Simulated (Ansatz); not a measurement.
This script makes a convergence test of the k-point mesh of Te2Mo, space group P-6m2 with the Ansatz DFT code, driven from Python.

Script `te2mo.py`:
```python
'''k-point test for Te2Mo.'''

import warnings

import ansatz
from ase import Atoms
from tabulate import tabulate

XC = 'LDA'
FILLING = 'Fermi-Dirac'
SMEARING_WIDTH = 0.1

warnings.simplefilter('ignore', ansatz.DeckWarning)

atoms = Atoms(
    ['Te', 'Te', 'Mo'],
    scaled_positions=[
        (1 / 3, 2 / 3, 0.89785545),
        (1 / 3, 2 / 3, 0.10214455),
        (0.0, 0.0, 0.0),
    ],
    cell=[
        (3.56023281, 0.0, 0.0),
        (-1.78011641, 3.08325206, 0.0),
        (0.0, 0.0, 17.52405782),
    ],
    pbc=True,
)
system = ansatz.Crystal.from_ase(atoms)

job = (
    system.calculation()
    .functional(XC)
    .basis(18 * ansatz.Ha)
    .occupations(FILLING, width=SMEARING_WIDTH)
)

rows = []
for value in [(3, 3, 1), (5, 5, 1), (6, 6, 1), (7, 7, 2), (9, 9, 2)]:
    data = job.kpoints(mesh=value).run().report
    rows.append((value, data['free_energy_ev'] / len(data['lattice']['sites']), data['n_iterations'], data['n_kpoints']))

print(tabulate(rows, headers=['mesh', 'F/atom (eV)', 'iterations', 'k-points'], floatfmt='.4f', tablefmt='github'))

# differences from the last row
for row in rows[:-1]:
    shift = 1000 * (row[1] - rows[-1][1])
    print(f'{row[0]}: {shift:+.2f} meV/atom' + ('  (within 5 meV)' if abs(shift) < 5 else ''))
```

From which mesh on is the energy per atom within 5 meV of the last row, and how does it get there?

From 5×5×1 on it stays within 5 meV an atom of the value at 9×9×2; the first row (3×3×1) is off by 42.0 meV and the last but one by 0.16 meV. It goes up and down, since the sum over k-points isn't variational.

What the script printed:

Running `python te2mo.py` prints:
```text
| mesh      |   F/atom (eV) |   iterations |   k-points |
|-----------|---------------|--------------|------------|
| (3, 3, 1) |    -6166.0112 |            8 |          3 |
| (5, 5, 1) |    -6165.9676 |            8 |          5 |
| (6, 6, 1) |    -6165.9686 |            8 |          7 |
| (7, 7, 2) |    -6165.9691 |            8 |         16 |
| (9, 9, 2) |    -6165.9693 |            8 |         24 |
(3, 3, 1): -41.96 meV/atom
(5, 5, 1): +1.70 meV/atom  (within 5 meV)
(6, 6, 1): +0.65 meV/atom  (within 5 meV)
(7, 7, 2): +0.16 meV/atom  (within 5 meV)
```

What to keep in mind:
- The cell holds layers, chains or clusters in vacuum, no bulk phase.
- Points of the mesh across the vacuum add cost only.
- This cell is a computed structure, which may not be the phase found in nature.
- Shifts are counted from the finest mesh, which is itself no proven limit.
- The whole script took 18 s on 1 thread of Arm Neoverse V2 (shared host), peak memory 0.5 GiB.

(Lines on the test bed's own set-up are left out of the output.)
